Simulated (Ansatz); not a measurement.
# FGeH2S−: one structure at several levels

An exercise on one series of results from a longer session: the logs are not shown, and one member is left open.

Program: Ansatz 0.2.0, Gaussian basis. Level of theory: single points in def2-TZVPPD. These are calculated values, not measurements.

Cores are frozen in the correlated methods. Filled d shells of the heavier atoms are correlated.

## Where the work starts

SMILES `[F][GeH2][S-]`, 5 atoms, charge -1, spin multiplicity 1.

Atoms are counted from 1 here; the program's logs count them from 0.

Bond lengths: F1–Ge2 1.850 Å, Ge2–S3 2.127 Å, Ge2–H4 1.533 Å, Ge2–H5 1.505 Å. Angles: F1–Ge2–S3 115.4°, F1–Ge2–H4 95.6°, F1–Ge2–H5 98.0°, S3–Ge2–H4 118.1°, S3–Ge2–H5 120.0°, H4–Ge2–H5 105.5°.

As a file:

```
F    -0.2228   -0.5927    1.6579
Ge    0.0356    0.0218   -0.0681
S    -1.4464    1.3673   -0.7877
H     0.1218   -1.3674   -0.7109
H     1.4601    0.4832    0.0860
```

The first run:

The input, run/in.yaml:

```yaml
crystal:
  periodic: [false, false, false]
  atoms:
    - {symbol: F, position_ang: [-0.222800, -0.592700, 1.657900]}
    - {symbol: Ge, position_ang: [0.035600, 0.021800, -0.068100]}
    - {symbol: S, position_ang: [-1.446400, 1.367300, -0.787700]}
    - {symbol: H, position_ang: [0.121800, -1.367400, -0.710900]}
    - {symbol: H, position_ang: [1.460100, 0.483200, 0.086000]}
basis:
  gaussian: {orbitals: "def2-TZVPPD.json"}
total_charge: -1
correlation: {method: ccsd_t}
output: {forces: true}
```

The basis file named in the input lies beside it (Basis Set Exchange, JSON).

The command line of these runs was not kept.

Among the steps run: CCSD(T)/def2-TZVPPD; PBE0-D4/def2-TZVPPD; wB97M-V/def2-TZVPPD; r2SCAN-D4/def2-TZVPPD; PBE-D4/def2-TZVPPD; BLYP-D4/def2-TZVPPD; wB97X-V/def2-TZVPPD.

One of the session's tables, all rows but one given; the rest of the session is left out.

```
   method  RMS force component (eV/Å)  angle to CCSD(T) forces (°)
  CCSD(T)                       0.489                    reference
  PBE0-D4                       0.532                         10.8
  wB97M-V                           ?                            ?
r2SCAN-D4                       0.505                         10.9
   PBE-D4                       0.465                         30.6
  BLYP-D4                       0.427                         41.8
  wB97X-V                       0.530                         12.4
```

Estimate the missing values for wB97M-V.

The run gave: RMS force component (eV/Å): 0.480; angle to CCSD(T) forces (°): 9.3. In the column «RMS force component (eV/Å)» it lies between PBE-D4 (0.465) and CCSD(T) (0.489).
